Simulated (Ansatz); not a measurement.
**CH₇ClO₂Si₂: a ladder of functionals and wavefunction methods**

One table from this session's results is given with a row withheld; the runs are named, their logs left out.

Computed with Ansatz 0.2.0, Gaussian basis. Level: functionals in def2-TZVPP, the program's frozen cores in correlated methods.

Plan: PBE-D4, r2SCAN-D4, PBE0-D4, B3LYP-D4, ωB97X-V, ωB97M-V, B2PLYP; CCSD(T)/def2-TZVPP; MP2/def2-QZVPP; extrapolation to the limit.

## The geometry

The geometry comes from an earlier relaxation with PBE0-D4 in a triple-zeta def2 set; it is a stationary point, not always the lowest conformer.

SMILES `CO[SiH](Cl)O[SiH3]`, 13 atoms, charge 0, spin multiplicity 1.

Atoms are counted from 1 here; the program's logs count them from 0.

Bond lengths: C1–O2 1.413 Å, C1–H7 1.090 Å, C1–H8 1.094 Å, C1–H9 1.095 Å, O2–Si3 1.623 Å, Si3–Cl4 2.039 Å, Si3–O5 1.618 Å, Si3–H10 1.474 Å, O5–Si6 1.643 Å, Si6–H11 1.482 Å, Si6–H12 1.483 Å, Si6–H13 1.485 Å. Angles: O2–C1–H7 108.0°, O2–C1–H8 111.1°, O2–C1–H9 111.6°, H7–C1–H8 108.8°, H7–C1–H9 108.5°, H8–C1–H9 108.8°, C1–O2–Si3 123.8°, O2–Si3–Cl4 105.7°, O2–Si3–O5 112.0°, O2–Si3–H10 111.7°, Cl4–Si3–O5 110.1°, Cl4–Si3–H10 109.7°, O5–Si3–H10 107.6°, Si3–O5–Si6 145.9°, O5–Si6–H11 107.6°, O5–Si6–H12 110.2°, O5–Si6–H13 109.7°, H11–Si6–H12 110.1° and more.

Set-up of the first run:

File in.yaml:

```yaml
crystal:
  periodic: [false, false, false]
  atoms:
    - {symbol: C, position_ang: [0.041437, 1.435188, -1.727824]}
    - {symbol: O, position_ang: [0.719516, 0.227894, -1.446760]}
    - {symbol: Si, position_ang: [0.028594, -1.049036, -0.721721]}
    - {symbol: Cl, position_ang: [1.490672, -2.462543, -0.579762]}
    - {symbol: O, position_ang: [-0.532018, -0.679685, 0.750565]}
    - {symbol: Si, position_ang: [-0.143739, -0.368057, 2.316336]}
    - {symbol: H, position_ang: [0.694420, 2.051512, -2.346261]}
    - {symbol: H, position_ang: [-0.189706, 1.980211, -0.807676]}
    - {symbol: H, position_ang: [-0.890276, 1.256372, -2.275584]}
    - {symbol: H, position_ang: [-1.098819, -1.579482, -1.508459]}
    - {symbol: H, position_ang: [-1.406315, -0.326419, 3.091550]}
    - {symbol: H, position_ang: [0.744135, -1.431969, 2.845676]}
    - {symbol: H, position_ang: [0.542089, 0.946015, 2.409921]}
basis:
  gaussian: {orbitals: def2-TZVPP}
hamiltonian: {xc: pbe, dispersion: d4}
output: {forces: true, orbitals: {seedname: orbitals}}
```

Started as:

```sh
$ ansatz run in.yaml --threads 2 --pin off --events-out ev --progress --plain --max-ram 32768MiB --backend cuda --devices 0, --max-vram 18GiB
```

Among the steps run: PBE-D4 (GGA); r2SCAN-D4 (meta-GGA); PBE0-D4 (hybrid); B3LYP-D4 (hybrid); ωB97X-V (range-separated); ωB97M-V (range-separated); B2PLYP (double hybrid); CCSD(T) in def2-TZVPP; MP2 in def2-QZVPP.

One of the session's tables, all rows but one given; the rest of the session is left out.

| method | atomisation energy (eV) |
| --- | --- |
| PBE-D4 | 49.624 |
| r2SCAN-D4 | 49.568 |
| PBE0-D4 | 49.005 |
| B3LYP-D4 | 49.321 |
| ωB97X-V | 49.755 |
| ωB97M-V | 49.686 |
| B2PLYP | 48.895 |
| HF/def2-TZVPP | ? |
| MP2/def2-TZVPP | 49.164 |
| CCSD/def2-TZVPP | 47.669 |
| CCSD(T)/def2-TZVPP | 48.296 |
| MP2/CBS | 50.584 |
| CCSD(T)/CBS | 49.716 |

Estimate the missing values for HF/def2-TZVPP.

**Answer.** atomisation energy (eV): 36.877. In the column «atomisation energy (eV)» it is the lowest.

Limits of these values: Free atoms (1 C, 2 O, 2 Si, 1 Cl, 7 H) were run apart at each level; the atomisation energy is their sum less the molecule, without zero-point or spin-orbit terms.
